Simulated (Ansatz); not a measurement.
Working through a rigid torsion scan of C₂H₄AlFO, SMILES C=[C](F)[AlH][OH]

With Ansatz 0.2.0, Python API.

Run as a notebook:

In [1]:
```python
import ansatz as az
from ase import Atoms
```

In [2]:
```python
atoms = Atoms(["C", "C", "F", "Al", "O", "H", "H", "H", "H"], positions=[
    (1.3329, -0.3082, -0.9205),
    (0.8598, -0.3824, 0.3266),
    (1.702, -0.7488, 1.2876),
    (-0.9413, -0.0102, 0.812),
    (-2.2155, 0.4752, -0.4932),
    (0.6035, 0.0482, -1.7261),
    (2.3482, -0.4623, -1.1766),
    (-1.4479, -0.1454, 2.328),
    (-2.1533, 1.4875, -0.4549),
])
```

In [3]:
```python
# relax first, so that the scan starts from a minimum
first = (
    az.Crystal.molecule_from_ase(atoms).calculation()
    .basis(gaussian="def2-SVP")
    .functional("pbe")
    .relax(force_tolerance=0.02, max_steps=80)
)
atoms.positions = first.run().report["positions_ang"]
```

In [4]:
```python
start = atoms.get_dihedral(2, 1, 0, 5)
energies = {}
for turn in range(0, 360, 40):
    turned = atoms.copy()
    turned.set_dihedral(2, 1, 0, 5, start + turn, indices=[0, 5, 6])
    base = (
        az.Crystal.molecule_from_ase(turned).calculation()
        .basis(gaussian="def2-SVP")
        .functional("pbe")
    )
    energies[round((start + turn) % 360)] = base.run().report["free_energy_ev"]
floor = min(energies.values())
print("dihedral F2-C1-C0-H5 (deg)   E - E(min) (kJ/mol)")
for angle, e in sorted(energies.items()):
    print(f"{angle:8d} {96.485332 * (e - floor):14.3f}  " + "#" * int(30 * (e - floor) / max(max(energies.values()) - floor, 1e-9)))
```
```text
dihedral F2-C1-C0-H5 (deg)   E - E(min) (kJ/mol)
      20         18.899  ##
      60        159.665  #################
     100        273.721  ##############################
     140         72.782  #######
     180          0.000
     220         72.476  #######
     260        273.276  #############################
     300        160.062  #################
     340         19.019  ##
```

What to keep in mind:
- These settings explore the input space; basis and method may be short of convergence.
- The scan is rigid and the energies are electronic, in a modest basis. With rigid groups the curve can differ much from the relaxed path, the start wasn't checked as a minimum of this torsion, and equivalent turns needn't return to the same energy.
- Hardware and time: 46 s on 1 thread of Arm Neoverse V2, on a shared host, peak memory 0.22 GiB.

(Lines on the test bed's own set-up are left out of the output.)
